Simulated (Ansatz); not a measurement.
Relaxation of a periodic cell of 17 atoms, Si₁₆B (host Si, host structure diamond, interstitial B), to a largest force component of 0.03 eV/Å in at most 60 steps.

Computed with DFT PBE, scalar-relativistic, plane waves, PAW in Ansatz. Settings: PAW set soft_1, cutoff 420 eV, k mesh 2x2x2, gaussian smearing 0.05 eV, spin collinear.

```xyz
17
Lattice="0.0000 5.4300 5.4300 5.4300 0.0000 5.4300 5.4300 5.4300 0.0000" Properties=species:S:1:pos:R:3
Si 0.000 0.000 0.000
Si 1.357 1.357 1.357
Si 2.715 2.715 0.000
Si 4.072 4.072 1.357
Si 2.715 0.000 2.715
Si 4.072 1.357 4.072
Si 5.430 2.715 2.715
Si 6.787 4.072 4.072
Si 0.000 2.715 2.715
Si 1.357 4.072 4.072
Si 2.715 5.430 2.715
Si 4.072 6.787 4.072
Si 2.715 2.715 5.430
Si 4.072 4.072 6.787
Si 5.430 5.430 5.430
Si 6.787 6.787 6.787
B 6.753 6.781 4.133
```

Where does it end, and by what steps?

The forces met the threshold. Limits of this set-up: coarse k mesh, a small cell, in which the defect meets its images. After 3 steps the energy has fallen by 0.084 eV; Si5 moved furthest, 0.07 Å.

```json
{"step": "0", "energy less start (eV)": "0.0000", "largest force component (eV/Å)": "0.384", "accepted": "yes"}
{"step": "1", "energy less start (eV)": "-0.0672", "largest force component (eV/Å)": "0.156", "accepted": "yes"}
{"step": "2", "energy less start (eV)": "-0.0832", "largest force component (eV/Å)": "0.046", "accepted": "yes"}
{"step": "3", "energy less start (eV)": "-0.0838", "largest force component (eV/Å)": "0.020", "accepted": "yes"}
```

```xyz
17
Lattice="0.0000 5.4300 5.4300 5.4300 0.0000 5.4300 5.4300 5.4300 0.0000" Properties=species:S:1:pos:R:3
Si 0.010 0.009 -0.011
Si 1.358 1.359 1.330
Si 2.711 2.709 -0.007
Si 4.079 4.073 1.346
Si 2.675 0.041 2.755
Si 4.100 1.360 4.071
Si 5.434 2.711 2.715
Si 6.786 4.046 4.073
Si 0.037 2.681 2.750
Si 1.361 4.100 4.069
Si 2.716 5.430 2.712
Si 4.048 6.785 4.071
Si 2.687 2.687 5.397
Si 4.060 4.068 6.809
Si 5.450 5.449 5.408
Si 6.788 6.786 6.809
B 6.752 6.787 4.134
```

Whether the end is a true minimum wasn't checked by a vibrational analysis.

Time of the run: 30 s on 2 threads of Arm Neoverse V1, on a shared host, peak memory 0.68 GiB.
